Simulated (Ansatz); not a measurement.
Y2Ge3 and its elements: a formation energy from the elements, run with Ansatz's Python interface.

The script, `y2ge3.py`:
```python
"""Formation energy of Y2Ge3 from the elements, after relaxing cells and atoms."""

from collections import Counter
import warnings

import ansatz as az
import numpy as np

PHASES = {
    "Y2Ge3": (
        [(4.39242643, 0.0, 0.0), (-2.19621322, 3.80395288, 0.0), (0.0, 0.0, 7.107295)],
        [
            ("Y", (0.0, 0.0, 0.729929)),
            ("Y", (0.0, 0.0, 0.270071)),
            ("Ge", (1 / 3, 2 / 3, 0.0)),
            ("Ge", (2 / 3, 1 / 3, 0.5)),
            ("Ge", (2 / 3, 1 / 3, 0.0)),
        ],
    ),
    "Y": (
        [(3.6474, 0.0, 0.0), (-1.8237, 3.15874106, 0.0), (0.0, 0.0, 5.7306)],
        [
            ("Y", (1 / 3, 2 / 3, 0.25)),
            ("Y", (2 / 3, 1 / 3, 0.75)),
        ],
    ),
    "Ge": (
        [(0.0, 2.82891, 2.82891), (2.82891, 0.0, 2.82891), (2.82891, 2.82891, 0.0)],
        [
            ("Ge", (0.0, 0.0, 0.0)),
            ("Ge", (0.25, 0.25, 0.25)),
        ],
    ),
}


def build(vectors, sites):
    crystal = az.Crystal(lattice=az.Lattice.of(vectors))
    for symbol, position in sites:
        crystal = crystal.atom(symbol, position)
    return crystal


def run_phase(name, crystal):
    calc = (
        crystal.calculation()
        .scf(tolerance=1e-07)
        .functional(az.Functional.PBE)
        .basis(520)
        .kpoints(spacing=0.33)
        .occupations("gaussian", width=0.05)
        .stress()
    )
    calc = calc.relax(force_tolerance=0.02, max_steps=40, cell=True)
    return calc.run(threads=1)


def counts(outcome):
    return Counter(site.symbol for site in outcome.lattice.sites)

def formation_energy(outcome, mu):
    n = counts(outcome)
    return (outcome.report["energy_sigma0_ev"] - sum(k * mu[element] for element, k in n.items())) / sum(n.values())


def volume_per_atom(outcome):
    return abs(np.linalg.det(outcome.lattice.cell_ang)) / len(outcome.lattice.sites)

warnings.simplefilter("ignore")

phases = {name: build(*cell) for name, cell in PHASES.items()}

done = {name: run_phase(name, crystal) for name, crystal in phases.items()}

# chemical potentials of the elements at zero temperature
references = {"Y": "Y", "Ge": "Ge"}
mu = {element: done[name].report["energy_sigma0_ev"] / len(done[name].lattice.sites) for element, name in references.items()}

target = done["Y2Ge3"]
heat = formation_energy(target, mu)
for element, value in mu.items():
    print(f"mu({element}) = {value:.4f} eV from {references[element]}, {volume_per_atom(done[references[element]]):.2f} A^3/atom")
print(f"formation energy of Y2Ge3: {heat:.4f} eV/atom = {96.4853 * heat:.1f} kJ/mol of atoms")
```

Is Y2Ge3 bound against its elements at this level, and by how much?

The formation energy is -0.511 eV an atom (-49.3 kJ per mole of atoms), so Y2Ge3 lies below the reference phases.

The output:

```console
$ python y2ge3.py
mu(Y) = -3848.6730 eV from Y, 32.96 A^3/atom
mu(Ge) = -4294.9632 eV from Ge, 23.95 A^3/atom
formation energy of Y2Ge3: -0.5114 eV/atom = -49.3 kJ/mol of atoms
```

Notes:
- Absolute energies stand on the zero of these potentials, so only differences at equal settings mean something.
- The program warned that this SCF threshold is loose for forces or stresses.
- The cells come from databases of deposited and of computed structures, and not all need be stable phases.
- The compound is the structure given, not necessarily its lowest; energies are at zero temperature, with no correction for gases. A semilocal functional's error on such energies is often 0.05 to 0.1 eV an atom, and 0.1 to 0.3 eV against gases such as O2 or F2.
- The script silences warnings, which a real study should read.
- Hardware and time: 35 s on 1 thread of Arm Neoverse V1 (shared host), peak memory 0.46 GiB.
